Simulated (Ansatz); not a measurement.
Write a Python script for Ansatz 0.2.0 through its Python package that makes a polarisability from point charges of AlBr2HS, SMILES [SH][Al]([Br])[Br]. Level of theory (for the species named): PBE, def2-SVPD basis, multiplicity 1.

```csv
atom,x (Å),y (Å),z (Å)
S,0.1986,1.7409,-0.4123
Al,0.2434,-0.4592,-0.1041
Br,1.4189,-1.3382,1.7274
Br,-0.8037,-1.9074,-1.6005
H,-1.0073,1.8903,0.3480
```

The script, `field_albr2hs.py`:
```python
"""Dipole of AlBr2HS in the field of point charges."""

import ansatz as az
import numpy as np

GEOMETRY = """
S     0.19860    1.74090   -0.41230
Al    0.24340   -0.45920   -0.10410
Br    1.41890   -1.33820    1.72740
Br   -0.80370   -1.90740   -1.60050
H    -1.00730    1.89030    0.34800
"""


def main() -> None:
    system = az.Crystal.molecule()
    for line in GEOMETRY.strip().splitlines():
        symbol, *xyz = line.split()
        system = system.atom(symbol, [float(v) for v in xyz])

    job = (
        system.calculation()
        .basis(gaussian="def2-SVPD")  # atom-centred Gaussian functions
        .functional("pbe")
        .accuracy("medium")
        .forces()
    )
    # charges +q and -q at -R and +R make a nearly even field 2 k q / R^2 at the centre
    centre = np.mean([site.position_ang for site in system.cartesian_sites], axis=0)
    field = 2 * 14.399645 * 4.0 / 40.0 ** 2


    def dipole(axis, sign):
        arm = 40.0 * np.eye(3)[axis]
        pair = [{"charge": sign * 4.0, "position_ang": (centre - arm).tolist()}, {"charge": -sign * 4.0, "position_ang": (centre + arm).tolist()}]
        deck = job.input().set(az.key.basis.gaussian.point_charges, pair)
        return np.array(az.Session.from_dict(deck).plan().execute().report["charge_distribution"]["dipole_moment_e_ang"])


    print(f"field {field:.4f} V/A")
    alpha = np.array([(dipole(axis, 1) - dipole(axis, -1)) / (2 * field) * 14.399645 for axis in range(3)])
    print("polarisability tensor (A^3)")
    print(np.array2string(alpha, precision=3, suppress_small=True))
    print(f"mean {np.trace(alpha) / 3:.3f} A^3 = {np.trace(alpha) / 3 / 0.14818471:.2f} bohr^3")


if __name__ == "__main__":
    main()
```

```console
$ python field_albr2hs.py
field 0.0720 V/A
polarisability tensor (A^3)
[[12.777  0.03   2.587]
 [ 0.037 16.245  0.087]
 [ 2.596  0.082 14.97 ]]
mean 14.664 A^3 = 98.96 bohr^3
```

Reading the output:
- The settings weren't tested for convergence.
- The geometry is a force-field or estimated start, not a minimum of this method, and the basis set is short of its limit. The field of two point charges is only nearly even.
- Wall time of the script: 34 s on 1 thread of Arm Neoverse V1 (shared host), peak memory 0.28 GiB.

(Lines on the test bed's own set-up are left out of the output.)
